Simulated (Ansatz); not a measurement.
# KLuS2: energy and pressure over a range of volumes

An exercise on one series of results from a longer session: the logs are not shown, and one member is left open.

Computed with Ansatz 0.2.0 (DFT LDA, scalar-relativistic, unless a step's input says otherwise).

## Starting point

Symmetry: R-3m, No. 166, trigonal system. The conventional cell has a = 3.949 Å, b = 3.949 Å, c = 21.871 Å, α = 90.00°, β = 90.00°, γ = 120.00°. K (site symmetry -3m) has 6 S at 3.15 Å in its first shell of neighbours. Lu (site symmetry -3m) has 6 S at 2.71 Å in its first shell of neighbours. Around S (site symmetry 3m) lie 3 Lu at 2.71 Å and 3 K at 3.15 Å.

As a file:

```xyz
4
Lattice="1.9745 1.1400 7.2903 -1.9745 1.1400 7.2903 0.0000 -2.2800 7.2903" Properties=species:S:1:pos:R:3 pbc="T T T"
K     0.0000    0.0000    0.0000
Lu    0.0000    0.0000   10.9355
S     0.0000    0.0000    5.1110
S     0.0000    0.0000   16.7600
```

Atoms are numbered in the order of the input: K1, Lu2, S3, S4.

The first run:

Input file input.yaml:

```yaml
crystal:
  lattice:
    - [1.9341939764, 1.116707413, 7.141505996]
    - [-1.9341939764, 1.116707413, 7.141505996]
    - [0.0, -2.2334148258, 7.141505996]
  atoms:
    - { symbol: K, position: [0.0, 0.0, 0.0] }
    - { symbol: Lu, position: [0.5, 0.5, 0.5] }
    - { symbol: S, position: [0.23369, 0.23369, 0.23369] }
    - { symbol: S, position: [0.76631, 0.76631, 0.76631] }
kpoints:
  mp_grid: { grid: [7, 7, 7] }
  band_path:
    path:
      - [0.0, 0.0, 0.0]
      - [0.5, 0.5, 0.5]
      - [0.8170325705, 0.1829674295, 0.5]
      - [0.5, -0.1829674295, 0.1829674295]
      - [0.5, 0.0, 0.0]
      - [0.0, 0.0, 0.0]
      - [0.3414837148, -0.3414837148, 0.0]
      - [0.6585162853, 0.0, 0.3414837148]
      - [0.5, 0.0, 0.5]
    npoints: 5
scf:
  occupations: { method: fermi_dirac, width: 0.01 }
hamiltonian:
  xc: lda
  pseudopotentials: { kind: all_electron, lapw: { basis_error: 0.001 } }
output:
  forces: true
  stress: true
  eigenvalues: true
```

On the command line:

```bash
> ansatz run input.yaml --threads 1 --pin off --max-ram 4096MiB --backend cpu --events-out ev --progress --plain --runs-dir out
```

Steps of the session up to this table: Volume × 0.94, LAPW; Volume × 0.94, PAW; Volume × 0.94, crystal datasets; Volume × 0.98, LAPW; Volume × 0.98, PAW; Volume × 0.98, crystal datasets; Volume × 1.01, LAPW; Volume × 1.01, PAW; Volume × 1.01, crystal datasets; Volume × 1.04, LAPW; Volume × 1.04, PAW; Volume × 1.04, crystal datasets.

One table of the session follows, with a row left open; its other results are not shown here.

It belongs to the step «The equation of state». 

```
          method  volume (Å³/atom)  pressure (GPa)  gap on the k mesh (eV)  largest force (eV/Å)
            LAPW            23.138           -0.29                    1.97                 0.049
            LAPW            24.122           -2.79                    2.07                 0.184
            LAPW            24.861           -4.33                    2.14                 0.338
            LAPW            25.599           -5.64                    2.20                 0.478
             PAW            23.138           -0.30                    1.97                 0.048
             PAW            24.122           -2.79                    2.07                 0.185
             PAW            24.861           -4.34                    2.14                 0.339
             PAW            25.599           -5.64                    2.20                 0.478
crystal datasets            23.138           -0.29                    1.97                 0.049
crystal datasets            24.122           -2.79                    2.07                 0.184
crystal datasets            24.861           -4.33                    2.14                 0.338
crystal datasets            25.599               ?                       ?                     ?
```

Estimate the missing values for crystal datasets, 25.599.

**Answer.** pressure (GPa): -5.64; gap on the k mesh (eV): 2.20; largest force (eV/Å): 0.477.

To keep in mind: Warnings in the runs' records: gradients without spin orbit, crystal datasets made.
